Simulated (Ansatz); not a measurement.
# CH3Ge: the cost of one run

Method: cc-pVTZ, core rule «outside noble gas», up to 15 orbitals frozen; program: Ansatz 0.2.0, Gaussian basis.

Plan: UHF; CCSD(T) on RHF; BCCD(T) on RHF.

6 further runs of the same task are left out: 6 set aside as unsound or not needed.

### Step 1. The system

The geometry is a PBE0/def2-TZVP stationary point (not a proven minimum) of the parent state, kept for this charge and spin. No spin-orbit coupling is included. The filled d shell of Ge may be among the frozen orbitals whatever the setting's name suggests; the logs give the count.

5 atoms, charge 1, spin multiplicity 1.

Atoms are counted from 1 here; the program's logs count them from 0.

Bond lengths: Ge1–C2 1.978 Å, Ge1–H3 1.542 Å, Ge1–H4 1.538 Å, Ge1–H5 1.538 Å. Angles: C2–Ge1–H3 103.3°, C2–Ge1–H4 111.8°, C2–Ge1–H5 111.8°, H3–Ge1–H4 109.9°, H3–Ge1–H5 109.9°, H4–Ge1–H5 110.0°.

### Step 2. UHF

The input, in.yaml:

```yaml
crystal:
  periodic: [false, false, false]
  atoms:
    - {symbol: Ge, position_ang: [0.000933, 0.000000, 0.253733]}
    - {symbol: C, position_ang: [-0.020239, -0.000001, -1.723996]}
    - {symbol: H, position_ang: [1.505016, 0.000042, 0.592227]}
    - {symbol: H, position_ang: [-0.665586, 1.260037, 0.832521]}
    - {symbol: H, position_ang: [-0.665516, -1.260074, 0.832521]}
basis:
  gaussian: {orbitals: cc-pVTZ}
total_charge: 1
magnetization: {spin_polarized: true, initial_magnetization: 0}
hamiltonian: {xc: hf}
output: {orbitals: {seedname: orbitals}}
```

Run with:

```sh
ansatz run in.yaml --threads 1 --pin off --events-out ev --progress --plain --max-ram 4096MiB --backend cpu
```

Q: Estimate wall time and peak memory on 1 thread of AMD EPYC 7R13, shared host.

About 14 s, with a peak of 0.33 GiB.
